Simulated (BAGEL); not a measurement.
**ScHClOF (SMILES [OH][Sc]([F])[Cl]): HF/def2-SVPD (density fitting with qzvpp-jkfit)**

Aim: the vertical ionisation energy of ScHClOF at HF/def2-SVPD (density fitting with qzvpp-jkfit), from 2 runs. 

The calculation is run with BAGEL 1.2.2.

1 further run of the same task is left out (set aside as unsound or not needed).

## 1. The structure to begin with

ScHClOF: 5 atoms, total charge 0, spin state singlet. SMILES: `[OH][Sc]([F])[Cl]`. The coordinates come from a PBE0-D4/def2-TZVP relaxation. This is one conformer, not always the lowest.

Bond lengths: O1–Sc2 1.838 Å, Sc2–F3 1.835 Å, Sc2–Cl4 2.311 Å, O1–H5 0.953 Å. Angles: O1–Sc2–F3 118.6°, O1–Sc2–Cl4 121.4°, F3–Sc2–Cl4 120.0°, Sc2–O1–H5 175.8°.

## 2. A single-point energy at HF/def2-SVPD (density fitting with qzvpp-jkfit)

File job.json:

```json
{ "bagel" : [

{
  "title" : "molecule",
  "basis" : "def2-svpd.json",
  "df_basis" : "qzvpp-jkfit",
  "angstrom" : "true",
  "geometry" : [
    { "atom" : "O", "xyz" : [    0.602300,    1.127100,    0.369300 ] },
    { "atom" : "Sc", "xyz" : [   -0.174200,   -0.471500,   -0.099900 ] },
    { "atom" : "F", "xyz" : [    0.583700,   -2.027300,    0.509300 ] },
    { "atom" : "Cl", "xyz" : [   -2.064600,   -0.547800,   -1.426800 ] },
    { "atom" : "H", "xyz" : [    1.052800,    1.919500,    0.648000 ] }
  ]
},
{ "title" : "hf" },
{ "title" : "print", "file" : "orbitals.molden", "orbitals" : "true" }

]}
```

The basis set def2-SVPD is read from a file made from the Basis Set Exchange's data (not shown).

Run with:

```
$ BAGEL_NUM_THREADS=1 BAGEL job.json > job.out
```

Output:

```text
* using 1 threads per process

  ===============================================================
  ===============================================================

  *** Geometry ***

  { "atom" : "O", "xyz" : [      1.138182,      2.129910,      0.697876 ] },
  { "atom" : "Sc", "xyz" : [     -0.329190,     -0.891006,     -0.188784 ] },
  { "atom" : "F", "xyz" : [      1.103033,     -3.831042,      0.962438 ] },
  { "atom" : "Cl", "xyz" : [     -3.901529,     -1.035192,     -2.696261 ] },
  { "atom" : "H", "xyz" : [      1.989504,      3.627329,      1.224543 ] },

  Number of auxiliary basis functions:      564

  Since a DF basis is specified, we compute 2- and 3-index integrals:
    o Being stored without compression. Storage requirement is 0.060 GB

  Number of basis functions:      115
  Number of electrons      :       56

    * METHOD: MOLECULE                             0.39

  *** RHF ***

  === Nuclear Repulsion ===
   250.6747940420

      * DIIS with orbital gradients will be used.

  === RHF iteration (def2-svpd.json) ===
      0      -1393.57569105          0.02403584           0.16
      1      -1393.74454917          0.02220703           0.15
      2      -1394.04435431          0.00106886           0.19
      3      -1394.04564657          0.00027638           0.14
      4      -1394.04578730          0.00008164           0.14
      5      -1394.04579960          0.00003052           0.14
      6      -1394.04580092          0.00001249           0.14
      7      -1394.04580116          0.00000413           0.14
      8      -1394.04580119          0.00000152           0.18
      9      -1394.04580119          0.00000054           0.17
     10      -1394.04580119          0.00000022           0.15
     11      -1394.04580119          0.00000008           0.14
     12      -1394.04580119          0.00000004           0.14
     13      -1394.04580119          0.00000002           0.14
     14      -1394.04580119          0.00000001           0.14
    * SCF iteration converged.

    * Permanent dipole moment:
           (   -0.657245,    -0.858729,    -0.420488) a.u.

    * METHOD: HF                                   2.59

    * METHOD: PRINT                                0.02

  ===============================================================
```

Run time: 3.3 s. Hardware: 1 thread of Intel Xeon Platinum 8488C (Sapphire Rapids), shared host; peak memory 0.19 GiB.

## 3. The doublet cation

File input.json:

```json
{ "bagel": [

{
  "title": "molecule",
  "basis": "def2-svpd.json",
  "df_basis": "qzvpp-jkfit",
  "angstrom": "true",
  "geometry": [
    { "atom": "O", "xyz": [       0.602300,       1.127100,       0.369300 ] },
    { "atom": "Sc", "xyz": [      -0.174200,      -0.471500,      -0.099900 ] },
    { "atom": "F", "xyz": [       0.583700,      -2.027300,       0.509300 ] },
    { "atom": "Cl", "xyz": [      -2.064600,      -0.547800,      -1.426800 ] },
    { "atom": "H", "xyz": [       1.052800,       1.919500,       0.648000 ] }
  ]
},

{
  "title": "uhf",
  "charge": 1,
  "nopen": 1
},

{
  "title": "print",
  "file": "orbitals.molden",
  "orbitals": "true"
}

]}
```

The basis set def2-SVPD is read from a file made from the Basis Set Exchange's data (not shown).

Run with:

```
$ BAGEL_NUM_THREADS=1 BAGEL input.json > input.out
```

Output:

```text
* using 1 threads per process

  ===============================================================
  ===============================================================

  *** Geometry ***

  { "atom" : "O", "xyz" : [      1.138182,      2.129910,      0.697876 ] },
  { "atom" : "Sc", "xyz" : [     -0.329190,     -0.891006,     -0.188784 ] },
  { "atom" : "F", "xyz" : [      1.103033,     -3.831042,      0.962438 ] },
  { "atom" : "Cl", "xyz" : [     -3.901529,     -1.035192,     -2.696261 ] },
  { "atom" : "H", "xyz" : [      1.989504,      3.627329,      1.224543 ] },

  Number of auxiliary basis functions:      564

  Since a DF basis is specified, we compute 2- and 3-index integrals:
    o Being stored without compression. Storage requirement is 0.060 GB

  Number of basis functions:      115
  Number of electrons      :       56

    * METHOD: MOLECULE                             0.39

  *** Open-shell HF ***

  === Nuclear Repulsion ===
   250.6747940420

      * DIIS with orbital gradients will be used.

  === UHF iteration (def2-svpd.json) ===
      0      -1393.16697238          0.04877031           0.28
      1      -1393.21479061          0.05348153           0.29
      2      -1393.39247686          0.03835367           0.28
      3      -1393.65184221          0.00173544           0.27
      4      -1393.65353022          0.00084325           0.28
      5      -1393.65391368          0.00035613           0.29
      6      -1393.65404194          0.00015766           0.28
      7      -1393.65408470          0.00005402           0.28
      8      -1393.65409508          0.00002750           0.27
      9      -1393.65409772          0.00001757           0.27
     10      -1393.65409935          0.00001033           0.29
     11      -1393.65410037          0.00000866           0.27
     12      -1393.65410093          0.00000757           0.28
     13      -1393.65410135          0.00000574           0.28
     14      -1393.65410145          0.00000305           0.27
     15      -1393.65410152          0.00000142           0.27
     16      -1393.65410168          0.00000094           0.27
     17      -1393.65410177          0.00000069           0.27
     18      -1393.65410184          0.00000035           0.27
     19      -1393.65410185          0.00000017           0.27
     20      -1393.65410185          0.00000012           0.28
     21      -1393.65410185          0.00000011           0.29
     22      -1393.65410185          0.00000009           0.27
     23      -1393.65410185          0.00000008           0.27
     24      -1393.65410185          0.00000006           0.28
     25      -1393.65410185          0.00000004           0.27
     26      -1393.65410185          0.00000003           0.28
     27      -1393.65410185          0.00000002           0.28
     28      -1393.65410185          0.00000002           0.27
     29      -1393.65410185          0.00000001           0.27
     30      -1393.65410185          0.00000001           0.27
     31      -1393.65410185          0.00000001           0.27
     32      -1393.65410185          0.00000001           0.27
     33      -1393.65410185          0.00000001           0.27
     34      -1393.65410185          0.00000001           0.28
     35      -1393.65410185          0.00000001           0.28
     36      -1393.65410185          0.00000001           0.27
    * SCF iteration converged.

    * S^2 (UHF) is 0.7572

    * Permanent dipole moment:
           (    1.484571,    -0.849389,     1.086734) a.u.

    * METHOD: UHF                                 10.53

    * METHOD: PRINT                                0.02

  ===============================================================
```

It took 11 s on 1 thread of Intel Xeon Platinum 8488C (Sapphire Rapids), shared host; peak memory 0.19 GiB.

## 4. What came out

Level: HF/def2-SVPD (density fitting with qzvpp-jkfit).

```
                                          quantity           value
                     singlet ScHClOF: total energy  -1394.04580 Eh
                    singlet ScHClOF: dipole moment          2.95 D
                      singlet ScHClOF: HOMO energy       -12.27 eV
                      singlet ScHClOF: LUMO energy         0.28 eV
                    singlet ScHClOF: HOMO–LUMO gap        12.55 eV
                      doublet cation: total energy  -1393.65410 Eh
                              doublet cation: ⟨S²⟩           0.757
vertical ionisation energy (to the doublet cation)       10.659 eV
```

**Reading.** The vertical ionisation energy comes to 10.66 eV (246 kcal/mol). The negative HOMO energy of the first species, 12.27 eV, lies 1.61 eV above that difference.
